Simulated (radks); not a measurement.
# Rb³⁺ in [Ar] 3d10 4s2 4p3 5p1: an all-electron calculation

An exercise on one series of results from a longer session: the logs are not shown, and one member is left open.

Program: radks (a radial shooting solver on a logarithmic mesh, Libxc functionals) version 1. Level of theory: Dirac Kohn-Sham, LDA (Slater exchange, VWN5 correlation), spin-unpolarised, spherical densities, point nucleus; open shells fill j = l - 1/2 first. These are calculated values, not measurements, unless marked.

**What is computed**

```
element       : rubidium (Z = 37)
charge        : +3
electrons     : 34
configuration : [Ar] 3d10 4s2 4p3 5p1
```

Set-up of the first run:

Input:

```text
Z 37
configuration [Ar] 3d10 4s2 4p3 5p1
relativity Dirac
functional lda,vwn5
spin unpolarised
j_filling energy
nucleus point
c 137.035999084
```

One table of the session follows, with a row left open; its other results are not shown here.

It belongs to the step «Shells». Radial moments (bohr):

| level | <r> | outermost maximum (interpolated) | 90 % within | nodes |
| --- | --- | --- | --- | --- |
| 1s1/2 | 0.04034 | 0.0263 | 0.0722 | 0 |
| 2s1/2 | 0.1778 | 0.150 | 0.275 | 1 |
| 2p1/2 | ? | ? | ? | ? |
| 2p3/2 | 0.1564 | 0.121 | 0.255 | 0 |
| 3s1/2 | 0.5110 | 0.451 | 0.759 | 2 |
| 3p1/2 | 0.5116 | 0.440 | 0.779 | 1 |
| 3p3/2 | 0.5221 | 0.449 | 0.795 | 1 |
| 3d3/2 | 0.5210 | 0.390 | 0.849 | 0 |
| 3d5/2 | 0.5247 | 0.393 | 0.854 | 0 |
| 4s1/2 | 1.366 | 1.22 | 1.99 | 3 |
| 4p1/2 | 1.512 | 1.33 | 2.23 | 2 |
| 4p3/2 | 1.538 | 1.35 | 2.26 | 2 |
| 5p1/2 | 3.541 | 3.35 | 5.03 | 3 |
| 5p3/2 | 3.583 | 3.39 | 5.08 | 3 |

Estimate the missing values for 2p1/2.

As computed: <r>: 0.1524; outermost maximum (interpolated): 0.117; 90 % within: 0.249; nodes: 0. In the column «<r>» it lies between 1s1/2 (0.04034) and 2p3/2 (0.1564).
